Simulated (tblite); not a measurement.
# C5H12BN: the cost of one run

Programs: tblite 0.8.0 and PySCF 2.14.0, with density-fitted response routines of our own. Each step states its level of theory. These are calculated values for one molecule in the gas phase, unless marked as measured. Atoms are numbered from 0 throughout.

**1. The starting structure**

19 atoms, charge 0, multiplicity 1; geometry from: force field or distance geometry start.

Bonds of the start (Å): C0–N1 1.45, N1–C2 1.46, N1–B3 1.53, B3–C4 1.55, C4–C5 1.32, C5–C6 1.48, C6–N1 1.46, C0–H7 1.09, C0–H8 1.10, C0–H9 1.12, C2–H10 1.10, C2–H11 1.10, C2–H12 1.12, B3–H13 1.17, B3–H14 1.20, C4–H15 1.10, C5–H16 1.10, C6–H17 1.12, C6–H18 1.12.

**2. Optimising the geometry with GFN2-xTB**

What the job is given:

```
{"job": {"kind": "relax", "xc": "GFN2-xTB", "basis": "xTB"}, "charge": 0, "multiplicity": 1}
C     -1.290900    -0.999300    -0.547100
N     -0.386500     0.016200    -0.038200
C     -1.169700     1.069700     0.601300
B      0.516200     0.580000    -1.136700
C      1.926200     0.353200    -0.524300
C      1.876300    -0.318300     0.611800
C      0.467700    -0.642500     0.949300
H     -0.710000    -1.645100    -1.212000
H     -1.700500    -1.516700     0.337900
H     -2.160000    -0.546300    -1.085500
H     -1.564900     0.667800     1.551700
H     -0.499100     1.920500     0.774800
H     -2.009700     1.342800    -0.083200
H      0.197400     1.687900    -1.306600
H      0.399100    -0.057400    -2.145000
H      2.858100     0.711600    -0.981400
H      2.710200    -0.611900     1.258800
H      0.280500    -1.745000     0.986500
H      0.249900    -0.257800     1.980300
```

The run is started by

```bash
$ OMP_NUM_THREADS=1 python probes_run.py task.json out
```

One launch serves the whole session: the jobs run in the order shown.

**Question.** How long does this first job take on 1 thread of Intel Xeon at 2.50GHz, shared host?

About 1.3 s.
